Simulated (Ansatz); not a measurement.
# CdH2: how the settings move a single-point run

Aim: see which settings change the result for CdH2, by how much, and at what cost. The cell is built on a prototype (fluorite) and needn't be the phase found in nature.

Program: Ansatz 0.2.0. Level of theory: reference: DFT, PBEsol, plane waves, PAW. These are calculated values, not measurements.

2 further runs of the same task are left out: 2 that didn't finish. Runs told in other sessions of the task aren't counted.

### Step 1. The structure to begin with

Symmetry: Fm-3m, No. 225, cubic system. Conventional cell: a = 5.054 Å, b = 5.054 Å, c = 5.054 Å, α = 90.00°, β = 90.00°, γ = 90.00°. Around Cd (site symmetry m-3m) lie 8 H at 2.19 Å. H (site symmetry -43m) has 4 Cd at 2.19 Å in its first shell of neighbours.

Coordinates:

```
CELL_PARAMETERS angstrom
0.00000 2.52717 2.52717
2.52717 0.00000 2.52717
2.52717 2.52717 0.00000
ATOMIC_POSITIONS crystal
Cd 0.00000 0.00000 0.00000
H 0.25000 0.25000 0.25000
H 0.75000 0.75000 0.75000
```

### Step 2. Baseline

Contents of input.yaml:

```yaml
crystal:
  lattice:
    - [0.0, 2.5271675656, 2.5271675656]
    - [2.5271675656, 0.0, 2.5271675656]
    - [2.5271675656, 2.5271675656, 0.0]
  atoms:
    - { symbol: Cd, position: [0.0, 0.0, 0.0] }
    - { symbol: H, position: [0.25, 0.25, 0.25] }
    - { symbol: H, position: [0.75, 0.75, 0.75] }
kpoints:
  mp_grid: { grid: [6, 6, 6] }
hamiltonian:
  xc: pbesol
scf:
  occupations: { method: fermi_dirac, width: 0.02 }
  n_extra_bands: 4
output:
  forces: true
  stress: true
  eigenvalues: true
```

Run with:

```bash
$ ansatz run input.yaml --threads 4 --pin off --max-ram 3686MiB --backend cpu --events-out ev --progress --plain --runs-dir out
```

Excerpt of the output:

```text
[...]
Basis set: ecut = 420 eV, 609 PW (Γ), exchange–correlation on 48×48×48 points (8 copies of the dense FFT grid, shifted against one another)
[...]
k-points: 16 of 216
[...]
SCF iter   1: F=—  HF=-8213.778430 eV  |F-HF|=—  |Δ(HF+E_count)|=         —  Δρ=1.00e-2  dr2=2.35e-2  ethr=1.77e-3  ⟨swp⟩=5.2  Hψ=1194  notcnv=0
preconditioner: auto → LDOS  [metal: Δε(μ)=0.013 eV  Ē_g=13.303 eV  σ=0.020 eV  W_gap=0.16  n_scr=14 (ndim 8)  ℏωp=24.5 eV  f_vac=0.044  D(μ)=2.47/eV (n_scr^D=26)  β→1.0]
SCF iter   2: F=—  HF=-8213.778819 eV  |F-HF|=—  |Δ(HF+E_count)|=   3.88e-4  Δρ=8.94e-3  dr2=2.00e-2  ethr=1.07e-4  ⟨swp⟩=2.4  Hψ=599  notcnv=0
[...]
SCF iter   6: F=—  HF=-8213.772878 eV  |F-HF|=—  |Δ(HF+E_count)|=   1.15e-5  Δρ=2.57e-5  dr2=1.97e-7  ethr=5.38e-8  ⟨swp⟩=2.2  Hψ=319  notcnv=0
SCF iter   7: F=-8213.772878 eV  HF=-8213.772878 eV  |F-HF|=7.69e-10  |Δ(HF+E_count)|=   1.39e-8  Δρ=3.03e-6  dr2=3.20e-9  ethr=4.55e-10  ⟨swp⟩=5.0  Hψ=958  notcnv=0
[...]
SCF converged after 7 iterations
Free energy (F): -8213.772878 eV
[...]
E sigma→0 (E₀):  -8213.771768 eV
[...]
Fermi energy:    9.701946 eV
[...]
  P = ⅓ Tr σ = -1.9328 GPa (-19.328 kbar)
[...]
```

It took 0.57 s on 4 threads of Arm Neoverse N1, shared host; peak memory 0.27 GiB.

### Step 3. Variant: mp_grid.grid [5, 5, 5]

input.yaml: that of step 2 with these lines changed.

```diff
@@ -10,3 +10,3 @@
 kpoints:
-  mp_grid: { grid: [6, 6, 6] }
+  mp_grid: { grid: [5, 5, 5] }
 hamiltonian:
```

Run with:

```bash
$ ansatz run input.yaml --threads 4 --pin off --max-ram 3686MiB --backend cpu --events-out ev --progress --plain --runs-dir out
```

Log, cut to the lines that bear on the results:

```text
Warning: RAYON_NUM_THREADS=4 ignored (pool sized by the plan → 4); use --threads N
scf.n_extra_bands = 4 over 11 filled bands (N_el = 22.0): the run solves 15 bands
[...]
Pseudopotentials: kind: paw
Pseudopotential: Cd, paw, valence charge 20, recommended cutoff 420 eV (normal), Cd.paw.azcp
Pseudopotential: H, paw, valence charge 1, recommended cutoff 420 eV (normal), H.paw.azcp
Functional definition: PBEsol
[...]
Crystal: 3 atoms, lattice volume = 32.280 Å³
Basis set: ecut = 420 eV, 609 PW (Γ), exchange–correlation on 48×48×48 points (8 copies of the dense FFT grid, shifted against one another)
Bands: 15, of which v1, the nominal top of the filled ones, is band 11 counted from 1 (10 counted from 0)
Symmetry: 48 space group operations
Space group: Fm-3m (ITA 225), of the structure as read, at distance tolerance 3.2e-5 Å
k-points: 10 of 125
[...]
SCF iter   1: F=—  HF=-8213.780481 eV  |F-HF|=—  |Δ(HF+E_count)|=         —  Δρ=9.57e-3  dr2=2.26e-2  ethr=1.77e-3  ⟨swp⟩=5.2  Hψ=738  notcnv=0
[...]
SCF iter   6: F=-8213.774382 eV  HF=-8213.774382 eV  |F-HF|=7.24e-10  |Δ(HF+E_count)|=   1.12e-7  Δρ=1.11e-6  dr2=4.20e-10  ethr=2.35e-10  ⟨swp⟩=2.0  Hψ=490  notcnv=0
[...]
SCF converged after 6 iterations
Free energy (F): -8213.774382 eV
[...]
E sigma→0 (E₀):  -8213.773928 eV
Entropy (-TS):   -0.000908 eV (-0.303 meV/atom)
Fermi energy:    9.668853 eV
[...]
--- Forces (eV/Å), atoms counted from 1 ---
  atom   1  Cd    -0.00000000     0.00000000     0.00000000
  atom   2  H     -0.00000000     0.00000000    -0.00000000
  atom   3  H     -0.00000000    -0.00000000     0.00000000
[...]
--- Stress (GPa, compression-positive) ---
       -2.233645      -0.000000      -0.000000
       -0.000000      -2.233645       0.000000
       -0.000000      -0.000000      -2.233645
  P = ⅓ Tr σ = -2.2336 GPa (-22.336 kbar)
--- Band table (eV; the first three rows and the last of 10) ---
  k-point 0: bands = ["-93.0501", "-54.1456", "-54.1456", "-54.1456", "-0.2327", "0.7243", "0.7243", "0.7243", "1.0050", "1.0050", "9.8469", "19.8612", "19.8612", "19.8612", "20.1068"]
[...]
```

It took 0.51 s on 4 threads of Arm Neoverse N1, shared host; peak memory 0.27 GiB.

Changing the k-point mesh moves the energy by -0.5 meV/atom, and the pressure goes from -1.9 to -2.2 GPa. Sampling errors of the energy have no fixed sign.

### Step 4. Variant: xc_grid 1

input.yaml: that of step 2 with these lines changed.

```diff
@@ -20 +20,3 @@
   eigenvalues: true
+basis:
+  xc_grid: 1
```

Run with:

```bash
$ ansatz run input.yaml --threads 4 --pin off --max-ram 3686MiB --backend cpu --events-out ev --progress --plain --runs-dir out
```

Log, cut to the lines that bear on the results:

```text
Warning: RAYON_NUM_THREADS=4 ignored (pool sized by the plan → 4); use --threads N
scf.n_extra_bands = 4 over 11 filled bands (N_el = 22.0): the run solves 15 bands
[...]
[... 4 set-up lines as earlier in the session ...]
[...]
Crystal: 3 atoms, lattice volume = 32.280 Å³
Basis set: ecut = 420 eV, 609 PW (Γ)
Bands: 15, of which v1, the nominal top of the filled ones, is band 11 counted from 1 (10 counted from 0)
[... 2 set-up lines as earlier in the session ...]
k-points: 16 of 216
[...]
SCF iter   1: F=—  HF=-8213.778435 eV  |F-HF|=—  |Δ(HF+E_count)|=         —  Δρ=1.00e-2  dr2=2.35e-2  ethr=1.77e-3  ⟨swp⟩=5.2  Hψ=1194  notcnv=0
[...]
SCF iter   7: F=-8213.772881 eV  HF=-8213.772881 eV  |F-HF|=7.48e-10  |Δ(HF+E_count)|=   1.37e-8  Δρ=3.05e-6  dr2=3.20e-9  ethr=4.55e-10  ⟨swp⟩=5.0  Hψ=957  notcnv=0
[...]
SCF converged after 7 iterations
Free energy (F): -8213.772881 eV
[...]
E sigma→0 (E₀):  -8213.771771 eV
Entropy (-TS):   -0.002221 eV (-0.740 meV/atom)
Fermi energy:    9.701946 eV
[...]
--- Forces (eV/Å), atoms counted from 1 ---
  atom   1  Cd    -0.00000000     0.00000000    -0.00000000
  atom   2  H      0.00000000     0.00000000    -0.00000000
  atom   3  H      0.00000000    -0.00000000    -0.00000000
[...]
--- Stress (GPa, compression-positive) ---
       -1.932770      -0.000000       0.000000
       -0.000000      -1.932770       0.000000
        0.000000       0.000000      -1.932770
  P = ⅓ Tr σ = -1.9328 GPa (-19.328 kbar)
--- Band table (eV; the first three rows and the last of 16) ---
  k-point 0: bands = ["-93.0488", "-54.1443", "-54.1443", "-54.1443", "-0.2169", "0.7273", "0.7273", "0.7273", "1.0046", "1.0046", "9.8806", "19.8655", "19.8655", "19.8655", "20.1408"]
[...]
```

Wall time 0.56 s (4 threads of Arm Neoverse N1, shared host); peak memory 0.27 GiB.

Changing the numerical grids leaves the energy as it was (0.0 meV/atom).

### Step 5. Changing settings: eigensolver.kind dense

input.yaml: that of step 2 with these lines changed.

```diff
@@ -16,2 +16,3 @@
   n_extra_bands: 4
+  eigensolver: { kind: dense }
 output:
```

Run with:

```bash
$ ansatz run input.yaml --threads 4 --pin off --max-ram 3686MiB --backend cpu --events-out ev --progress --plain --runs-dir out
```

Log, cut to the lines that bear on the results:

```text
Warning: RAYON_NUM_THREADS=4 ignored (pool sized by the plan → 4); use --threads N
scf.n_extra_bands = 4 over 11 filled bands (N_el = 22.0): the run solves 15 bands
[...]
[... 4 set-up lines as earlier in the session ...]
[...]
Crystal: 3 atoms, lattice volume = 32.280 Å³
Basis set: ecut = 420 eV, 609 PW (Γ), exchange–correlation on 48×48×48 points (8 copies of the dense FFT grid, shifted against one another)
Bands: 15, of which v1, the nominal top of the filled ones, is band 11 counted from 1 (10 counted from 0)
[... 2 set-up lines as earlier in the session ...]
k-points: 16 of 216
[...]
Eigensolver: Dense (16 Hₖ)
[...]
SCF iter   1: F=—  HF=-8213.778775 eV  |F-HF|=—  |Δ(HF+E_count)|=         —  Δρ=1.00e-2  dr2=2.35e-2  ethr=1.00e-1
[...]
SCF iter   7: F=-8213.772878 eV  HF=-8213.772878 eV  |F-HF|=6.37e-11  |Δ(HF+E_count)|=   3.10e-9  Δρ=2.80e-6  dr2=2.49e-9  ethr=8.33e-10
[...]
SCF converged after 7 iterations
Free energy (F): -8213.772878 eV
[...]
E sigma→0 (E₀):  -8213.771768 eV
Entropy (-TS):   -0.002221 eV (-0.740 meV/atom)
Fermi energy:    9.701946 eV
[...]
--- Forces (eV/Å), atoms counted from 1 ---
  atom   1  Cd    -0.00000000     0.00000000     0.00000000
  atom   2  H     -0.00000000     0.00000000     0.00000000
  atom   3  H     -0.00000000    -0.00000000    -0.00000000
[...]
--- Stress (GPa, compression-positive) ---
       -1.932769      -0.000000       0.000000
       -0.000000      -1.932769       0.000000
       -0.000000       0.000000      -1.932769
  P = ⅓ Tr σ = -1.9328 GPa (-19.328 kbar)
--- Band table (eV; the first three rows and the last of 16) ---
  k-point 0: bands = ["-93.0488", "-54.1443", "-54.1443", "-54.1443", "-0.2169", "0.7272", "0.7272", "0.7272", "1.0046", "1.0046", "9.8806", "19.8655", "19.8655", "19.8655", "20.1408"]
[...]
```

Wall time 13 s (4 threads of Arm Neoverse N1, shared host); peak memory 0.46 GiB.

Energy and cycle count are those of the reference, so the change (solver) left the result and the number of cycles as they were.

### Step 6. Changed: occupations.method gaussian, occupations.width 0.5

input.yaml: that of step 2 with these lines changed.

```diff
@@ -14,3 +14,3 @@
 scf:
-  occupations: { method: fermi_dirac, width: 0.02 }
+  occupations: { method: gaussian, width: 0.5 }
   n_extra_bands: 4
```

Run with:

```bash
$ ansatz run input.yaml --threads 4 --pin off --max-ram 3686MiB --backend cpu --events-out ev --progress --plain --runs-dir out
```

Log, cut to the lines that bear on the results:

```text
Warning: RAYON_NUM_THREADS=4 ignored (pool sized by the plan → 4); use --threads N
scf.n_extra_bands = 4 over 11 filled bands (N_el = 22.0): the run solves 15 bands
[...]
[... 4 set-up lines as earlier in the session ...]
[...]
Crystal: 3 atoms, lattice volume = 32.280 Å³
Basis set: ecut = 420 eV, 609 PW (Γ), exchange–correlation on 48×48×48 points (8 copies of the dense FFT grid, shifted against one another)
Bands: 15, of which v1, the nominal top of the filled ones, is band 11 counted from 1 (10 counted from 0)
[... 2 set-up lines as earlier in the session ...]
k-points: 16 of 216
[...]
SCF iter   1: F=—  HF=-8213.825612 eV  |F-HF|=—  |Δ(HF+E_count)|=         —  Δρ=1.11e-2  dr2=2.91e-2  ethr=1.77e-3  ⟨swp⟩=4.4  Hψ=1068  notcnv=0
[...]
SCF iter   6: F=-8213.817289 eV  HF=-8213.817289 eV  |F-HF|=1.69e-9  |Δ(HF+E_count)|=   1.81e-7  Δρ=2.53e-6  dr2=1.91e-9  ethr=3.05e-10  ⟨swp⟩=2.0  Hψ=830  notcnv=0
[...]
SCF converged after 6 iterations
Free energy (F): -8213.817289 eV
[...]
E sigma→0 (E₀):  -8213.777415 eV
Entropy (-TS):   -0.079749 eV (-26.583 meV/atom)
Fermi energy:    9.465017 eV
[...]
--- Forces (eV/Å), atoms counted from 1 ---
  atom   1  Cd    -0.00000000     0.00000000    -0.00000000
  atom   2  H     -0.00000000     0.00000000    -0.00000000
  atom   3  H      0.00000000    -0.00000000    -0.00000000
[...]
--- Stress (GPa, compression-positive) ---
       -1.632451      -0.000000      -0.000000
       -0.000000      -1.632451      -0.000000
       -0.000000       0.000000      -1.632451
  P = ⅓ Tr σ = -1.6325 GPa (-16.325 kbar)
--- Band table (eV; the first three rows and the last of 16) ---
  k-point 0: bands = ["-93.0240", "-54.1192", "-54.1192", "-54.1192", "-0.2339", "0.7482", "0.7482", "0.7482", "1.0291", "1.0291", "9.8321", "19.8682", "19.8682", "19.8682", "20.1047"]
[...]
```

It took 0.55 s on 4 threads of Arm Neoverse N1, shared host; peak memory 0.27 GiB.

Changing the smearing moves the energy by -1.9 meV/atom (σ→0 values), and the pressure goes from -1.9 to -1.6 GPa. Cost: 6 SCF cycles against 7.

### Step 7. Variant: dr2_threshold 1.0e-12

input.yaml: that of step 2 with these lines changed.

```diff
@@ -16,2 +16,4 @@
   n_extra_bands: 4
+  convergence: { dr2_threshold: 1.0e-12 }
+  max_iter: 68
 output:
```

Run with:

```bash
$ ansatz run input.yaml --threads 4 --pin off --max-ram 3686MiB --backend cpu --events-out ev --progress --plain --runs-dir out
```

Log, cut to the lines that bear on the results:

```text
Warning: RAYON_NUM_THREADS=4 ignored (pool sized by the plan → 4); use --threads N
scf.n_extra_bands = 4 over 11 filled bands (N_el = 22.0): the run solves 15 bands
[...]
[... 4 set-up lines as earlier in the session ...]
[...]
Crystal: 3 atoms, lattice volume = 32.280 Å³
Basis set: ecut = 420 eV, 609 PW (Γ), exchange–correlation on 48×48×48 points (8 copies of the dense FFT grid, shifted against one another)
Bands: 15, of which v1, the nominal top of the filled ones, is band 11 counted from 1 (10 counted from 0)
[... 2 set-up lines as earlier in the session ...]
k-points: 16 of 216
[...]
SCF iter   1: F=—  HF=-8213.778430 eV  |F-HF|=—  |Δ(HF+E_count)|=         —  Δρ=1.00e-2  dr2=2.35e-2  ethr=1.77e-3  ⟨swp⟩=5.2  Hψ=1194  notcnv=0
[...]
SCF iter   9: F=-8213.772878 eV  HF=-8213.772878 eV  |F-HF|=5.46e-12  |Δ(HF+E_count)|=    0.00e0  Δρ=3.86e-8  dr2=4.13e-13  ethr=1.00e-12  ⟨swp⟩=4.2  Hψ=785  notcnv=0
[...]
SCF converged after 9 iterations
Free energy (F): -8213.772878 eV
[...]
E sigma→0 (E₀):  -8213.771768 eV
Entropy (-TS):   -0.002221 eV (-0.740 meV/atom)
Fermi energy:    9.701977 eV
[...]
--- Forces (eV/Å), atoms counted from 1 ---
  atom   1  Cd    -0.00000000     0.00000000     0.00000000
  atom   2  H     -0.00000000     0.00000000     0.00000000
  atom   3  H     -0.00000000    -0.00000000     0.00000000
[...]
--- Stress (GPa, compression-positive) ---
       -1.932758      -0.000000       0.000000
       -0.000000      -1.932758      -0.000000
        0.000000       0.000000      -1.932758
  P = ⅓ Tr σ = -1.9328 GPa (-19.328 kbar)
--- Band table (eV; the first three rows and the last of 16) ---
  k-point 0: bands = ["-93.0488", "-54.1443", "-54.1443", "-54.1443", "-0.2169", "0.7272", "0.7272", "0.7272", "1.0046", "1.0046", "9.8806", "19.8655", "19.8655", "19.8655", "20.1408"]
[...]
```

Run time: 0.62 s. Hardware: 4 threads of Arm Neoverse N1, shared host; peak memory 0.27 GiB.

Same state: the changed convergence setting leaves the energy within 0.5 meV/atom. Cost: 9 SCF cycles against 7.

### Step 8. A run with other settings

input.yaml: that of step 2 with these lines changed.

```diff
@@ -16,2 +16,4 @@
   n_extra_bands: 4
+  convergence: { dr2_threshold: 0.0001 }
+  max_iter: 80
 output:
```

Run with:

```bash
$ ansatz run input.yaml --threads 4 --pin off --max-ram 3686MiB --backend cpu --events-out ev --progress --plain --runs-dir out
```

Log, cut to the lines that bear on the results:

```text
Warning: scf.convergence.dr2_threshold = 1e-4 eV is looser than this run's default, which is 1e-7 eV or tighter. The error in the forces grows as the threshold's square root, so leave the key out unless less accurate forces are enough
Warning: output.stress: scf.convergence.dr2_threshold = 1e-4 eV is looser than the 3e-10 eV advised for a printed stress (1e-10 eV for each atom of the cell: 3). What an SCF threshold leaves in a stress goes as its square root, and in the free energy as the threshold itself, and one [...]
Warning: RAYON_NUM_THREADS=4 ignored (pool sized by the plan → 4); use --threads N
scf.n_extra_bands = 4 over 11 filled bands (N_el = 22.0): the run solves 15 bands
[...]
[... 4 set-up lines as earlier in the session ...]
[...]
Crystal: 3 atoms, lattice volume = 32.280 Å³
Basis set: ecut = 420 eV, 609 PW (Γ), exchange–correlation on 48×48×48 points (8 copies of the dense FFT grid, shifted against one another)
Bands: 15, of which v1, the nominal top of the filled ones, is band 11 counted from 1 (10 counted from 0)
[... 2 set-up lines as earlier in the session ...]
k-points: 16 of 216
[...]
SCF iter   1: F=—  HF=-8213.778430 eV  |F-HF|=—  |Δ(HF+E_count)|=         —  Δρ=1.00e-2  dr2=2.35e-2  ethr=1.77e-3  ⟨swp⟩=5.2  Hψ=1194  notcnv=0
[...]
SCF iter   6: F=-8213.772878 eV  HF=-8213.772878 eV  |F-HF|=3.11e-8  |Δ(HF+E_count)|=   2.05e-7  Δρ=2.55e-5  dr2=1.94e-7  ethr=5.39e-8  ⟨swp⟩=2.6  Hψ=905  notcnv=0
[...]
SCF converged after 6 iterations
Free energy (F): -8213.772878 eV
[...]
E sigma→0 (E₀):  -8213.771770 eV
Entropy (-TS):   -0.002217 eV (-0.739 meV/atom)
Fermi energy:    9.701686 eV
[...]
--- Forces (eV/Å), atoms counted from 1 ---
  atom   1  Cd    -0.00000000     0.00000000    -0.00000000
  atom   2  H     -0.00000000     0.00000000     0.00000000
  atom   3  H     -0.00000000     0.00000000     0.00000000
[...]
--- Stress (GPa, compression-positive) ---
       -1.932334      -0.000000      -0.000000
       -0.000000      -1.932334      -0.000000
        0.000000       0.000000      -1.932334
  P = ⅓ Tr σ = -1.9323 GPa (-19.323 kbar)
--- Band table (eV; the first three rows and the last of 16) ---
  k-point 0: bands = ["-93.0491", "-54.1445", "-54.1445", "-54.1445", "-0.2171", "0.7271", "0.7271", "0.7271", "1.0045", "1.0045", "9.8802", "19.8654", "19.8654", "19.8654", "20.1404"]
[...]
```

It took 0.6 s on 4 threads of Arm Neoverse N1, shared host; peak memory 0.27 GiB.

### Step 9. Checking the result

The run converged and reported no error, with warnings (force scf threshold loose, stress scf threshold loose). Its log warns: «scf.convergence.dr2_threshold = 1e-4 eV is looser than this run's default, which is 1e-7 eV or tighter. The error in the forces grows as the threshold's square root ...»

The threshold asked is loose, but the program put off the close and ended at dr2 = 1.9e-7, so little accuracy was lost here.

The way back: delete scf.convergence.dr2_threshold (the default then holds).

Same state: the changed convergence setting leaves the energy within 0.5 meV/atom. Cost: 6 SCF cycles against 7.

### Step 10. Comparison

```csv
run,ending,energy change,pressure (GPa),gap (eV),force (eV/Å),cycles,time
reference,converged,0,-1.9,0.00,0.00,7,0.57 s
"1: mp_grid.grid [5, 5, 5]",converged,-0.5 meV/atom,-2.2,0.00,0.00,6,0.51 s
2: xc_grid 1,converged,0.0 meV/atom,-1.9,0.00,0.00,7,0.56 s
3: eigensolver.kind dense,converged,0.0 meV/atom,-1.9,0.00,0.00,7,13 s
"4: occupations.method gaussian, occupations.width 0.5",converged,-1.9 meV/atom (σ→0),-1.6,0.00,0.00,6,0.55 s
5: dr2_threshold 1.0e-12,converged,0.0 meV/atom,-1.9,0.00,0.00,9,0.62 s
6: dr2_threshold 0.0001,converged,0.0 meV/atom,-1.9,0.00,0.00,6,0.6 s
```

Residual by cycle in the longest SCF loop of each run; runs are numbered as in the table. The quantity is the density residual dr2, in eV.

```csv
cycle,reference,run 1,run 2,run 3,run 4,run 5,run 6
1,0.0235,0.0226,0.0235,0.0235,0.0291,0.0235,0.0235
2,0.02,0.00226,0.02,0.0197,0.00185,0.02,0.02
3,0.00358,3.2e-4,0.00358,0.00353,1.8e-4,0.00358,0.00358
4,3.0e-4,6.5e-6,3.0e-4,3.1e-4,6.9e-6,3.0e-4,3.0e-4
5,1.2e-5,5.2e-8,1.2e-5,1.1e-5,6.7e-8,1.2e-5,1.2e-5
6,2.0e-7,4.2e-10,2.0e-7,1.8e-7,1.9e-9,2.0e-7,1.9e-7
7,3.2e-9,-,3.2e-9,2.5e-9,-,3.2e-9,-
8,-,-,-,-,-,6.3e-12,-
9,-,-,-,-,-,4.1e-13,-
```

**Reading.** Of the variants the dearest is «eigensolver.kind dense» (13 s), the cheapest «mp_grid.grid [5, 5, 5]» (0.51 s), on a shared host.
